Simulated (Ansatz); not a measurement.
# CHBrF− (SMILES F[CH-]Br): single points off equilibrium

The atoms stand at a structure displaced at random from a GFN2-xTB minimum. How far do the functionals agree with CCSD(T) there?

Computed with Ansatz 0.2.0, Gaussian basis. Level: single points in def2-TZVPPD.

Correlated methods freeze the cores. Filled d shells of the heavier atoms are correlated.

## Step 1: Where the work starts

SMILES `F[CH-]Br`, 4 atoms, charge -1, spin multiplicity 1.

Atoms are counted from 1 here; the program's logs count them from 0.

Bond lengths: F1–C2 1.430 Å, C2–Br3 2.069 Å, C2–H4 1.148 Å. Angles: F1–C2–Br3 104.6°, F1–C2–H4 99.8°, Br3–C2–H4 101.5°.

Geometry (Å):

```xyz
4
charge -1, multiplicity 1
F    -0.2850   -1.0100    0.8600
C     0.3352   -0.3484   -0.2452
Br   -1.0825    1.0050   -0.9067
H     1.0607    0.3385    0.3195
```

## Step 2: CCSD(T)/def2-TZVPPD

run/in.yaml

```yaml
crystal:
  periodic: [false, false, false]
  atoms:
    - {symbol: F, position_ang: [-0.285000, -1.010000, 0.860000]}
    - {symbol: C, position_ang: [0.335200, -0.348400, -0.245200]}
    - {symbol: Br, position_ang: [-1.082500, 1.005000, -0.906700]}
    - {symbol: H, position_ang: [1.060700, 0.338500, 0.319500]}
basis:
  gaussian: {orbitals: "def2-TZVPPD.json"}
total_charge: -1
correlation: {method: ccsd_t}
output: {forces: true}
```

The basis file named in the input lies beside it (Basis Set Exchange, JSON).

No record of the launch command was kept for these runs.

## Step 3: PBE0-D4/def2-TZVPPD

run/in.yaml, as its differences from that of step 2:

```diff
@@ -10,3 +10,3 @@
 total_charge: -1
-correlation: {method: ccsd_t}
-output: {forces: true}
+hamiltonian: {xc: pbe0, dispersion: d4}
+output: {forces: true, orbitals: {seedname: orbitals}}
```

## Step 4: wB97M-V/def2-TZVPPD

run/in.yaml, as its differences from that of step 3:

```diff
@@ -10,3 +10,3 @@
 total_charge: -1
-hamiltonian: {xc: pbe0, dispersion: d4}
-output: {forces: true, orbitals: {seedname: orbitals}}
+hamiltonian: {xc: {name: wB97M-V}}
+output: {forces: true}
```

## Step 5: r2SCAN-D4/def2-TZVPPD

run/in.yaml, as its differences from that of step 4:

```diff
@@ -10,3 +10,3 @@
 total_charge: -1
-hamiltonian: {xc: {name: wB97M-V}}
+hamiltonian: {xc: r2scan, dispersion: d4}
 output: {forces: true}
```

## Step 6: PBE-D4/def2-TZVPPD

run/in.yaml, as its differences from that of step 5:

```diff
@@ -10,3 +10,3 @@
 total_charge: -1
-hamiltonian: {xc: r2scan, dispersion: d4}
+hamiltonian: {xc: pbe, dispersion: d4}
 output: {forces: true}
```

## Step 7: BLYP-D4/def2-TZVPPD

run/in.yaml, as its differences from that of step 6:

```diff
@@ -10,3 +10,3 @@
 total_charge: -1
-hamiltonian: {xc: pbe, dispersion: d4}
+hamiltonian: {xc: {name: BLYP}, dispersion: d4}
 output: {forces: true}
```

## Step 8: r2SCANh-D4/def2-TZVPPD

run/in.yaml, as its differences from that of step 7:

```diff
@@ -10,3 +10,3 @@
 total_charge: -1
-hamiltonian: {xc: {name: BLYP}, dispersion: d4}
+hamiltonian: {xc: {name: r2SCANh}, dispersion: d4}
 output: {forces: true}
```

(Steps that only read results are left out.)

**Question.** What will these runs give? Wanted: RMS force component; RMS force error; HOMO and LUMO, PBE0-D4; T1 diagnostic.

**Answer**, as computed:

| quantity | value |
| --- | --- |
| RMS force component | 0.472 to 0.654 eV/Å over the methods |
| RMS force error | PBE0-D4 0.161, wB97M-V 0.083, r2SCAN-D4 0.096, PBE-D4 0.165, BLYP-D4 0.294, r2SCANh-D4 0.110 eV/Å |
| HOMO and LUMO, PBE0-D4 | 0.11 and 3.77 eV |
| T1 diagnostic | 0.012 |

On forces the order runs from wB97M-V to BLYP-D4. Frozen-core CCSD(T) forces in triple zeta carry basis errors of their own, and this is one geometry, so small gaps rank nothing.
